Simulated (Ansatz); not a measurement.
# C₄H₄O₂Zr: taking an electron away

How much energy removes an electron from C₄H₄O₂Zr at fixed geometry? The cation is run at each level and the neutral's energy taken from earlier runs.

The runs use Ansatz 0.2.0, Gaussian basis; unrestricted cation, the program's frozen cores in correlated methods.

Plan: UKS PBE-D4/def2-TZVPP; UKS r2SCAN-D4/def2-TZVPP; UKS PBE0-D4/def2-TZVPP; UKS B3LYP-D4/def2-TZVPP; UKS wB97X-V/def2-TZVPP; UKS wB97M-V/def2-TZVPP; UKS B2PLYP/def2-TZVPP; UHF-CCSD(T)/def2-TZVPP; UHF-MP2/def2-QZVPP; extrapolation to the limit; then −ε(HOMO) from the neutral's earlier runs with LDA (SPW92), PBE-D4, revPBE-D4, BLYP-D4, r2SCAN-D4, B97M-V, PBE0-D4, B3LYP-D4, r2SCANh-D4, r2SCAN0-D4, HSE06-D4, BHLYP-D4, CAM-B3LYP-D4, LC-ωPBE, ωB97X-V, ωB97M-V.

## (1) Structure used throughout

The geometry comes from an earlier relaxation with PBE0-D4 in a triple-zeta def2 set; it is a stationary point, not always the lowest conformer. Zr takes the def2 core potential; no spin-orbit term is included.

SMILES `C#[C][Zr]([OH])([OH])[C]#C`, 11 atoms, charge 0, spin multiplicity 1.

Atoms are counted from 1 here; the program's logs count them from 0.

Bond lengths: C1–C2 1.216 Å, C1–H8 1.067 Å, C2–Zr3 2.200 Å, Zr3–O4 1.901 Å, Zr3–O5 1.901 Å, Zr3–C6 2.200 Å, O4–H9 0.953 Å, O5–H10 0.953 Å, C6–C7 1.216 Å, C7–H11 1.067 Å. Angles: C2–C1–H8 179.8°, C1–C2–Zr3 178.4°, C2–Zr3–O4 108.4°, C2–Zr3–O5 108.4°, C2–Zr3–C6 110.5°, O4–Zr3–O5 112.8°, O4–Zr3–C6 108.4°, O5–Zr3–C6 108.4°, Zr3–O4–H9 166.8°, Zr3–O5–H10 166.8°, Zr3–C6–C7 178.4°, C6–C7–H11 179.8°.

## (2) Cation, UKS PBE-D4/def2-TZVPP

The input, in.yaml:

```yaml
crystal:
  periodic: [false, false, false]
  atoms:
    - {symbol: C, position_ang: [0.538183, -0.930422, -2.937660]}
    - {symbol: C, position_ang: [0.409583, -0.741314, -1.743765]}
    - {symbol: Zr, position_ang: [0.152009, -0.344571, 0.404400]}
    - {symbol: O, position_ang: [-0.986537, -1.683419, 1.129060]}
    - {symbol: O, position_ang: [1.869273, -0.317622, 1.219391]}
    - {symbol: C, position_ang: [-0.795321, 1.615754, 0.717502]}
    - {symbol: C, position_ang: [-1.320239, 2.703261, 0.857047]}
    - {symbol: H, position_ang: [0.649272, -1.092699, -3.986446]}
    - {symbol: H, position_ang: [-1.384086, -2.397827, 1.618958]}
    - {symbol: H, position_ang: [2.648954, -0.469501, 1.746129]}
    - {symbol: H, position_ang: [-1.781081, 3.658380, 0.975365]}
basis:
  gaussian: {orbitals: def2-TZVPP}
total_charge: 1
magnetization: {spin_polarized: true, initial_magnetization: 1}
hamiltonian: {xc: pbe, dispersion: d4}
```

Launch:

```sh
$ ansatz run in.yaml --threads 2 --pin off --events-out ev --progress --plain --max-ram 22528MiB --backend cuda --devices 0, --max-vram 18GiB
```

Further steps of the session: Cation, UKS r2SCAN-D4/def2-TZVPP; Cation, UKS PBE0-D4/def2-TZVPP; Cation, UKS B3LYP-D4/def2-TZVPP; Cation, UKS wB97X-V/def2-TZVPP; Cation, UKS wB97M-V/def2-TZVPP; Cation, UKS B2PLYP (frozen core)/def2-TZVPP; Cation, UHF-CCSD(T)/def2-TZVPP; Cation, UHF-MP2/def2-QZVPP.

**Question.** What will the summary of the whole plan be? Wanted: ionisation energy, CCSD(T)/CBS; nearest functional by difference; nearest −ε(HOMO); −ε(HOMO) of PBE; T1 of the cation.

The runs gave:

| quantity | value |
| --- | --- |
| ionisation energy, CCSD(T)/CBS | 10.35 eV |
| nearest functional by difference | ωB97X-V (-0.31 eV) |
| nearest −ε(HOMO) | LC-ωPBE (+0.19 eV) |
| −ε(HOMO) of PBE | 6.60 eV |
| T1 of the cation | 0.020 |

In words: Energy differences with functionals land within 1.12 eV of the reference. The PBE orbital energy is 3.7 eV too small: a semilocal HOMO is no ionisation energy. Among orbital estimates LC-ωPBE comes nearest. Hartree-Fock falls 1.60 eV short, as the neutral has more correlation energy than the cation. Correlated methods include outer-core shells of Zr, which these sets cover unevenly.
